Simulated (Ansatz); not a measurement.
**HfGe: band structure with PBEsol**

HfGe:

```
Hf Ge
1.0
     3.50084    0.00000    0.00000
     0.00000    3.50084    0.00000
     0.00000    0.00000    3.50084
Hf Ge
1 1
Direct
  0.00000 0.00000 0.00000
  0.50000 0.50000 0.50000
```

The cell was built by a generator and needn't be a form met in nature.

| Quantity | Value |
| --- | --- |
| Program | Ansatz 0.2.0 |
| Task | band structure |
| Functional | PBEsol |
| Potentials or basis | Ansatz PAW |
| Cutoff | 420 eV (not typed: the program's choice for these potentials) |
| k mesh | 8 × 8 × 8 |
| Occupations | fermi-dirac, width 0.05 eV |
| Spin | no spin polarisation |
| Path | [["G", "X", "M", "G", "R", "X"], ["M", "R"]] |
| Points for each segment of the path | 14 |

```yaml
Pressure: -15.0 GPa
Band_gap_on_the_k_mesh: none (metal or under the smearing width)
```

Levels at the corners of the path, in eV from the Fermi level:
```tsv
point	band 17	band 18	band 19	band 20	band 21	band 22	band 23	band 24
Γ	-10.69	-1.19	-1.19	1.65	1.65	1.65	3.06	3.06
X	-8.47	-5.81	-0.43	-0.36	-0.36	3.32	4.28	6.41
M	-7.95	-2.74	-2.74	-1.75	1.47	1.47	3.23	3.62
Γ	-10.69	-1.19	-1.19	1.65	1.65	1.65	3.06	3.06
R	-5.90	-3.74	-3.74	-3.74	3.19	3.19	3.19	4.71
X	-8.47	-5.81	-0.43	-0.36	-0.36	3.32	4.28	6.41
M	-7.95	-2.74	-2.74	-1.75	1.47	1.47	3.23	3.62
R	-5.90	-3.74	-3.74	-3.74	3.19	3.19	3.19	4.71
```

It took 2.4 s on 2 threads of Arm Neoverse V1, on a shared host, peak memory 0.34 GiB.

Caveat: spin-orbit coupling is left out, which moves the levels of the heavy elements; the PAW data sets come from PBE, with cores solved anew for the run's functional, which leaves a small shift of forces and pressure.
